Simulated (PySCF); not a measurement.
# CH7BClPSi: the cost of one run

Computed with PySCF 2.14.0, with density-fitted response routines of our own, on a single molecule in the gas phase. Atoms are numbered from 0 throughout.

## 1. The starting structure

12 atoms, charge 0, multiplicity 1; geometry from: PBE0-D3(BJ)/def2-SVP.

Bonds of the start (Å): C0–B1 1.56, B1–Cl2 1.77, B1–P3 1.90, P3–Si4 2.25, C0–H5 1.10, C0–H6 1.10, C0–H7 1.10, P3–H8 1.42, Si4–H9 1.49, Si4–H10 1.49, Si4–H11 1.49.

## 2. Nuclear shieldings: PBE0/pcSseg-2

What the job is given:

```
{"job": {"kind": "nmr", "xc": "PBE0", "basis": "pcSseg-2", "pop": false}, "charge": 0, "multiplicity": 1}
C      4.242308    -1.384457     1.116920
B      2.906744    -1.477327     1.920211
Cl     2.616273    -2.913475     2.919433
P      1.602003    -0.103969     2.007925
Si    -0.312224    -1.273235     1.788433
H      4.388759    -0.429379     0.594205
H      4.259136    -2.196931     0.369175
H      5.103008    -1.568628     1.781234
H      1.725086     0.444358     0.699982
H     -1.350611    -0.322201     1.290143
H     -0.208539    -2.426356     0.844841
H     -0.699573    -1.769289     3.139219
```

Level: GIAO PBE0/pcSseg-2 NMR shielding, non-relativistic, gas phase.

Run with:

```console
OMP_NUM_THREADS=1 python probes_run.py task.json out
```

The driver reads the jobs from task.json and runs them one after another.

Q: Estimate the wall time and peak memory of this first job on 1 thread of Intel Xeon Platinum 8259CL at 2.50GHz, shared host.

About 65 s, with a peak of 1.2 GiB.
